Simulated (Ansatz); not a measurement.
What does this script print? It uses Ansatz 0.2.0, Python API.

The script, `run_torsion.py`:
```python
"""Rigid torsion scan of GeH4S2."""

import logging
import sys

import ansatz as az
from ase import Atoms

logging.basicConfig(stream=sys.stdout, format="[%(levelname)s] %(message)s")
log = logging.getLogger("calc")
log.setLevel(logging.INFO)


def main() -> None:
    atoms = Atoms(["S", "Ge", "S", "H", "H", "H", "H"], positions=[
        (-2.1338, 0.0858, -0.0612),
        (0.0027, 0.4468, 0.1248),
        (0.9798, -1.5036, 0.4248),
        (-1.9351, -0.6937, -1.196),
        (0.5536, 1.1016, -1.1847),
        (0.287, 1.3909, 1.3357),
        (2.307, -0.8958, 0.5109),
    ])

    # relax first, so that the scan starts from a minimum
    first = (
        az.Crystal.molecule_from_ase(atoms).calculation()
        .basis(gaussian="def2-SVP")
        .functional("r2scan")
        .relax(force_tolerance=0.02, max_steps=80)
    )
    atoms.positions = first.run(threads=1, backend="cpu").report["positions_ang"]

    start = atoms.get_dihedral(0, 1, 2, 6)
    energies = {}
    for turn in range(0, 360, 40):
        turned = atoms.copy()
        turned.set_dihedral(0, 1, 2, 6, start + turn, indices=[2, 6])
        setup = (
            az.Crystal.molecule_from_ase(turned).calculation()
            .basis(gaussian="def2-SVP")
            .functional("r2scan")
        )
        energies[round((start + turn) % 360)] = setup.run(threads=1, backend="cpu").report["free_energy_ev"]
    floor = min(energies.values())
    log.info("dihedral S0-Ge1-S2-H6 (deg)   E - E(min) (kJ/mol)")
    for angle, e in sorted(energies.items()):
        log.info(f"{angle:8d} {96.485332 * (e - floor):14.3f}  " + "#" * int(30 * (e - floor) / max(max(energies.values()) - floor, 1e-9)))


if __name__ == "__main__":
    main()
```

```console
$ python run_torsion.py
[INFO] dihedral S0-Ge1-S2-H6 (deg)   E - E(min) (kJ/mol)
[INFO]       38          3.278  ###########
[INFO]       78          0.000
[INFO]      118          3.186  ###########
[INFO]      158          6.980  #########################
[INFO]      198          8.267  ##############################
[INFO]      238          5.686  ####################
[INFO]      278          0.170
[INFO]      318          0.491  #
[INFO]      358          4.942  #################
```

Reading the output:
- These settings explore the input space; basis and method may be short of convergence.
- The scan is rigid and the energies are electronic, in a modest basis. With rigid groups the curve can differ much from the relaxed path, the start wasn't checked as a minimum of this torsion, and equivalent turns needn't return to the same energy.
- Finished in 4.4 min on 1 thread of Arm Neoverse V1, with other jobs on the host, peak memory 0.21 GiB.
